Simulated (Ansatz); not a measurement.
Fe₃Ge, space group Fm-3m, a test of the smearing width

Computed with Ansatz 0.2.0, Python API.

The script reads `fe3ge.vasp`:
```text
Fe3Ge
1.0
   0.00000000    2.87558543    2.87558543
   2.87558543    0.00000000    2.87558543
   2.87558543    2.87558543    0.00000000
Fe Ge
3 1
Direct
   0.50000000    0.50000000    0.50000000
   0.25000000    0.25000000    0.25000000
   0.75000000    0.75000000    0.75000000
   0.00000000    0.00000000    0.00000000
```

The cells in order, each with its output:

In [1]:
```python
import warnings

import ansatz as az
from ase.io import read

XC = "pbesol"
KMESH = (7, 7, 7)
```

In [2]:
```python
warnings.simplefilter("ignore", az.DeckWarning)
```

In [3]:
```python
atoms = read("fe3ge.vasp", format="vasp")
crystal = az.Crystal.from_ase(atoms).moments(Fe=3.5)
```

In [4]:
```python
crystal.resolved().tree()["lattice"]
```
Out [4]:
```text
((0.0, 2.87558543, 2.87558543), (2.87558543, 0.0, 2.87558543), (2.87558543, 2.87558543, 0.0))
```

In [5]:
```python
base = (
    crystal.calculation()
    .functional(XC)
    .pseudopotentials("paw")
    .basis(35 * az.Ry)
    .kpoints(*KMESH)
    .spin("collinear")
)
```

In [6]:
```python
rows = []
for value in [0.5, 0.3, 0.2, 0.1]:
    report = base.occupations("methfessel_paxton", width=value).run().report
    rows.append((value, report["free_energy_ev"] / len(report["lattice"]["sites"]), report["n_iterations"], report["magnetization_mub"], report["n_kpoints"]))
```

In [7]:
```python
print("  width (eV)   F/atom (eV)    iterations  moment (muB)      k-points")
for row in rows:
    print(f"{str(row[0]):>12s}  {row[1]:12.5f}  {row[2]:12d}  {row[3]:12.3f}  {row[4]:12d}")
```
```text
  width (eV)   F/atom (eV)    iterations  moment (muB)      k-points
         0.5   -4400.13887            20         5.786            20
         0.3   -4400.14160            20         5.723            20
         0.2   -4400.14086            16         5.693            20
         0.1   -4400.13978            31         5.250            20
```

In [8]:
```python
# the last row is the reference
for row in rows[:-1]:
    shift = 1000 * (row[1] - rows[-1][1])
    print(f"{row[0]}: {shift:+.2f} meV/atom" + ("  (within 5 meV)" if abs(shift) < 5 else ""))
```
```text
0.5: +0.91 meV/atom  (within 5 meV)
0.3: -1.83 meV/atom  (within 5 meV)
0.2: -1.08 meV/atom  (within 5 meV)
```

Going from 0.1 to 0.5 eV changes F by +0.9 meV an atom. This scheme is built to cancel the term in the square of the width, so the shifts stay small and are partly the mesh's error.

Other magnetic orders than the one started from may lie lower. The mesh is modest for a metal, so energies can be off by several to tens of meV an atom and pressures by half a GPa or more; differences at equal mesh fare better. The overall sign of a collinear moment is arbitrary, and semilocal functionals can give small moments to compounds that are paramagnetic. The narrowest width needs the finest mesh, so the last row is no converged reference. The structure comes from a database of computed cells and needn't be a stable or known phase. It ran for 58 s on 1 thread of Arm Neoverse V1 (shared host), peak memory 0.55 GiB.
